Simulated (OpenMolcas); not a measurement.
# Sn: RASSCF and RASPT2 terms and fine-structure levels

Aim: the low terms and levels of Sn, with their order and spacing, then second-order correlation under several settings.

The numbers are computed with OpenMolcas 26.06 (state-averaged RASSCF and RASPT2, spin-orbit coupling by RASSI with atomic mean-field integrals), except any that are marked as measured or tabulated.

## Step 1: Starting point

| Quantity | Value |
| --- | --- |
| Species | Sn (tin, Z = 50, 50 electrons) |
| Basis | ANO-RCC-VQZP [8s7p5d3f2g], 93 functions |
| Scalar Hamiltonian | DKH2, point nucleus |
| Inactive shells | 1s 2s 2p 3s 3p 3d 4s 4p 4d |
| Active space | 4 electrons in 9 orbitals (RAS2 5s 5p; RAS3 5d, at most 2 electrons) |
| Some configurations of this space | 5p⁴, 5s 5p³, 5s² 5p² |
| Orbitals | optimised for each spin and parity, averaged over the low roots |

The outer shells:

5p4
```
5p [↑↓][↑ ][↑ ]
```

5s 5p3
```
5s [↑ ]
5p [↑ ][↑ ][↑ ]
```

5s2 5p2
```
5s [↑↓]
5p [↑ ][↑ ][  ]
```

Each step is its own input file, run in one work folder so that later steps find the files of earlier ones. Labels, J, g values, rates, χT and fits are worked out afterwards by a script from the matrices that RASSI stores.

## Step 2: One- and two-electron integrals

Input file a.inp:

```
&GATEWAY
Coord
1

Sn 0.0 0.0 0.0
Basis=ANO-RCC-VQZP
Group=XYZ
NoMove
AngMom=0.0 0.0 0.0
AMFI
&SEWARD
```

The program printed:

```text
Basis set label: SN.ANO-RCC...8S7P5D3F2G.

      Electronic valence basis set:
      ------------------
      Associated Effective Charge  50.000000 au
      Associated Actual Charge     50.000000 au
      Nuclear Model: Point charge

      Shell  nPrim  nBasis  Cartesian Spherical Contaminant
         s      22       8        X
         p      19       7        X
         d      13       5                 X
         f       5       3                 X
         g       3       2                 X
                  Relativistic Douglas-Kroll-Hess integrals:
                    - DKH order of Hamiltonian: 2
                    - DKH order of Properties : 0
                  Atomic mean-field integrals
```

## Step 3: Start orbitals from a smaller active space

Input file a.inp:

```
&RASSCF
FileOrb=start.orb
Symmetry=1
Spin=3
nActEl=4 0 0
Inactive=14 9
Ras2=1 3
CIRoot=6 6 1
SDav=6
CIMx=300
Iter=120 100
PrWF=0.3
OrbListing=Nothing
MaxOrb=0
Atom
>>> COPY $Project.JobIph JOBPRE
```

Its output is not shown; its orbitals start the next step.

## Step 4: Reference wave functions, triplets of even parity, 3 roots

Input file a.inp:

```
&RASSCF
FileOrb=start.orb
Symmetry=1
Spin=3
nActEl=4 0 2
Inactive=14 9
Ras2=1 3
Ras3=5 0
CIRoot=3 3 1
SDav=211
CIMx=300
Iter=120 100
PrWF=0.3
OrbListing=Nothing
MaxOrb=0
Thrs=2.0e-7 1.0e-1 5.0e-4
Atom
>>> COPY $Project.JobIph JOB001
```

The program printed, cut to the lines that bear on the results:

```text
[...]
      Number of active orbitals                  9
[...]
      Spin quantum number                      1.0
[...]
      Active orbitals                            6   3
[...]
      Number of CSFs                           211
      Number of root(s) required                 3
[...]
      Convergence after  7 iterations
[...]
      Natural orbitals and occupation numbers for root  1
      sym 1:   1.935382   0.008070   0.006914   0.008070   0.011181   0.011181
      sym 2:   0.990219   0.990219   0.038764
      Natural orbitals and occupation numbers for root  2
      sym 1:   1.935382   0.011181   0.006914   0.008070   0.008070   0.011181
      sym 2:   0.990219   0.038764   0.990219
      Natural orbitals and occupation numbers for root  3
      sym 1:   1.935382   0.008070   0.011181   0.011181   0.008070   0.006914
      sym 2:   0.038764   0.990219   0.990219
::    RASSCF root number  1 Total energy:  -6172.48591572
::    RASSCF root number  2 Total energy:  -6172.48591572
::    RASSCF root number  3 Total energy:  -6172.48591572
```

## Step 5: RASSCF: singlets of even parity, 6 roots

Input file a.inp:

```
&RASSCF
FileOrb=start.orb
Symmetry=1
Spin=1
nActEl=4 0 2
Inactive=14 9
Ras2=1 3
Ras3=5 0
CIRoot=6 6 1
SDav=192
CIMx=300
Iter=120 100
PrWF=0.3
OrbListing=Nothing
MaxOrb=0
Thrs=2.0e-7 1.0e-1 5.0e-4
Atom
>>> COPY $Project.JobIph JOB002
```

The program printed, cut to the lines that bear on the results:

```text
[...]
      Number of active orbitals                  9
[...]
      Spin quantum number                      0.0
[...]
      Active orbitals                            6   3
[...]
      Number of CSFs                           192
      Number of root(s) required                 6
[...]
      Convergence after  7 iterations
[...]
      Natural orbitals and occupation numbers for root  1
      sym 1:   1.938861   0.018205   0.004333   0.004333   0.018217   0.004445
      sym 2:   1.305257   0.352750   0.353600
      Natural orbitals and occupation numbers for root  2
      sym 1:   1.938861   0.008974   0.004249   0.008943   0.004528   0.022837
      sym 2:   0.988971   0.035815   0.986820
      Natural orbitals and occupation numbers for root  3
      sym 1:   1.938861   0.004528   0.004249   0.008980   0.008937   0.022837
      sym 2:   0.989354   0.986436   0.035816
::    RASSCF root number  1 Total energy:  -6172.45125145
::    RASSCF root number  2 Total energy:  -6172.45125145
::    RASSCF root number  3 Total energy:  -6172.45125145
::    RASSCF root number  4 Total energy:  -6172.45125145
::    RASSCF root number  5 Total energy:  -6172.45125145
::    RASSCF root number  6 Total energy:  -6172.40806188
```

## Step 6: RASSCF: quintets of odd parity, 1 root

Input file a.inp:

```
&RASSCF
FileOrb=start.orb
Symmetry=2
Spin=5
nActEl=4 0 2
Inactive=14 9
Ras2=1 3
Ras3=5 0
CIRoot=1 1 1
SDav=36
CIMx=300
Iter=120 100
PrWF=0.3
OrbListing=Nothing
MaxOrb=0
Thrs=2.0e-7 1.0e-1 5.0e-4
Atom
>>> COPY $Project.JobIph JOB003
```

The program printed, cut to the lines that bear on the results:

```text
[...]
      Number of active orbitals                  9
[...]
      Spin quantum number                      2.0
[...]
      Active orbitals                            6   3
[...]
      Number of CSFs                            36
      Number of root(s) required                 1
[...]
      Convergence after  4 iterations
[...]
      Natural orbitals and occupation numbers for root  1
      sym 1:   1.000000   0.005902   0.005902   0.005902   0.005902   0.005902
      sym 2:   0.990164   0.990164   0.990164
::    RASSCF root number  1 Total energy:  -6172.34974837
```

## Step 7: Reference wave functions, triplets of odd parity, 8 roots

Input file a.inp:

```
&RASSCF
FileOrb=start.orb
Symmetry=2
Spin=3
nActEl=4 0 2
Inactive=14 9
Ras2=1 3
Ras3=5 0
CIRoot=8 8 1
SDav=174
CIMx=300
Iter=120 100
PrWF=0.3
OrbListing=Nothing
MaxOrb=0
Thrs=2.0e-7 1.0e-1 5.0e-4
Atom
>>> COPY $Project.JobIph JOB004
```

The program printed, cut to the lines that bear on the results:

```text
[...]
      Number of active orbitals                  9
[...]
      Spin quantum number                      1.0
[...]
      Active orbitals                            6   3
[...]
      Number of CSFs                           174
      Number of root(s) required                 8
[...]
      Convergence after  7 iterations
[...]
      Natural orbitals and occupation numbers for root  1
      sym 1:   1.259343   0.053172   0.011586   0.191958   0.052917   0.006669
      sym 2:   0.903290   0.760401   0.760663
      Natural orbitals and occupation numbers for root  2
      sym 1:   1.259343   0.050041   0.191891   0.011586   0.056115   0.006669
      sym 2:   0.903222   0.757445   0.763687
      Natural orbitals and occupation numbers for root  3
      sym 1:   1.259343   0.053115   0.006669   0.052975   0.011586   0.191958
      sym 2:   0.760460   0.760604   0.903290
::    RASSCF root number  1 Total energy:  -6172.27784126
::    RASSCF root number  2 Total energy:  -6172.27784126
[...]
::    RASSCF root number  5 Total energy:  -6172.27784126
::    RASSCF root number  6 Total energy:  -6172.24093371
::    RASSCF root number  7 Total energy:  -6172.24093371
::    RASSCF root number  8 Total energy:  -6172.24093371
```

## Step 8: RASSCF: singlets of odd parity, 5 roots

Input file a.inp:

```
&RASSCF
FileOrb=start.orb
Symmetry=2
Spin=1
nActEl=4 0 2
Inactive=14 9
Ras2=1 3
Ras3=5 0
CIRoot=5 5 1
SDav=138
CIMx=300
Iter=120 100
PrWF=0.3
OrbListing=Nothing
MaxOrb=0
Thrs=2.0e-7 1.0e-1 5.0e-4
Atom
>>> COPY $Project.JobIph JOB005
```

The program printed, cut to the lines that bear on the results:

```text
[...]
      Number of active orbitals                  9
[...]
      Spin quantum number                      0.0
[...]
      Active orbitals                            6   3
[...]
      Number of CSFs                           138
      Number of root(s) required                 5
[...]
      Convergence after  7 iterations
[...]
      Natural orbitals and occupation numbers for root  1
      sym 1:   1.757331   0.142044   0.003551   0.546410   0.142262   0.007262
      sym 2:   0.719545   0.340695   0.340900
      Natural orbitals and occupation numbers for root  2
      sym 1:   1.757331   0.140821   0.546406   0.003551   0.143489   0.007262
      sym 2:   0.719541   0.339549   0.342049
      Natural orbitals and occupation numbers for root  3
      sym 1:   1.757331   0.144683   0.139639   0.007262   0.003551   0.546394
      sym 2:   0.338442   0.343167   0.719531
::    RASSCF root number  1 Total energy:  -6172.24966807
::    RASSCF root number  2 Total energy:  -6172.24966807
::    RASSCF root number  3 Total energy:  -6172.24966807
::    RASSCF root number  4 Total energy:  -6172.24966807
::    RASSCF root number  5 Total energy:  -6172.24966807
```

## Step 9: State interaction with spin-orbit coupling

Input file a.inp:

```
&RASSI
NrOfJobIphs=5 3 6 1 8 5
1 2 3
1 2 3 4 5 6
1
1 2 3 4 5 6 7 8
1 2 3 4 5
IphNames
JOB001
JOB002
JOB003
JOB004
JOB005
EJob
SpinOrbit
DIPRint=1.0
SOCoupling=1000.0
Subsets=2
MEES
Property=10
'ANGMOM' 1 'ANGMOM' 2 'ANGMOM' 3 'MLTPL  1' 1 'MLTPL  1' 2 'MLTPL  1' 3
'AMFI' 1 'AMFI' 2 'AMFI' 3 'MLTPL  2' 6
SOProperty=3
'ANGMOM' 1 'ANGMOM' 2 'ANGMOM' 3
```

The program printed, cut to the lines that bear on the results:

```text
[...]
Eigenvalues of complex Hamiltonian:
   -----------------------------------
  (Shifted by EMIN (a.u.) =      -6172.4859157233)
 SO State       Relative EMIN(au)   Rel lowest level(eV)    D:o, cm**(-1)     J-value
     1            -0.0110446432        0.0000000000              0.0000         0.0
     2            -0.0045873438        0.1757120690           1417.2134         0.6
     3            -0.0045873436        0.1757120754           1417.2135         0.6
     4            -0.0045873436        0.1757120754           1417.2135         1.0
     5             0.0032811720        0.3898252917           3144.1530         1.8
     6             0.0032811720        0.3898252917           3144.1530         1.8
     7             0.0032811723        0.3898252997           3144.1531         1.3
     8             0.0032811722        0.3898252976           3144.1531         1.8
     9             0.0032811722        0.3898252976           3144.1531         1.1
    10             0.0359704428        1.2793456652          10318.6187         1.5
    11             0.0359704428        1.2793456652          10318.6187         1.4
[...]
```

Time for these steps: 36 s (1 thread, shared host).

The roots that group into whole terms:

```
configuration  term  E (cm⁻¹)
      5s² 5p²    ³P       0.0
      5s² 5p²    ¹D      7608
      5s² 5p²    ¹S     17087
       5s 5p³   ⁵S°     29885
       5s 5p³   ³D°     45667
```

Levels with spin-orbit coupling, from the RASSI matrices grouped by J:

| Configuration | Term | J | E (cm⁻¹) | Leading % |
| --- | --- | --- | --- | --- |
| 5s² 5p² | ³P | 0 | 0.0 | 98 |
| 5s² 5p² | ³P | 1 | 1417 | 100 |
| 5s² 5p² | ³P | 2 | 3144 | 96 |
| 5s² 5p² | ¹D | 2 | 10319 | 96 |
| 5s² 5p² | ¹S | 0 | 19921 | 98 |
| 5s 5p³ | ⁵S° | 2 | 32194 | 100 |
| 5s 5p³ | ³D° | 1 | 47693 | 98 |
| 5s 5p³ | ³D° | 2 | 47719 | 96 |
| 5s 5p³ | ³D° | 3 | 48254 | 100 |

The table of levels holds 9 of 13 computed; the rest, higher up, is left out.

Orbitals of the lowest block:

```
shell     space  energy (hartree)  mean occupation  ⟨r²⟩ (bohr²)
   1s  inactive        -1077.8263            2.000       0.00111
   2s  inactive         -166.1520            2.000        0.0184
   2p  inactive         -149.0376            6.000        0.0146
   3s  inactive          -33.5272            2.000         0.130
   3p  inactive          -27.7736            6.000         0.131
   3d  inactive          -18.8821           10.000         0.116
   4s  inactive           -5.8734            2.000         0.765
   4p  inactive           -4.0437            6.000         0.903
   4d  inactive           -1.3021           10.000          1.40
   5s      RAS2                              1.935          7.18
   5p      RAS2                              2.019          11.4
   5d      RAS3                              0.046          11.9
```

(Part 1 of 3 ends here.)
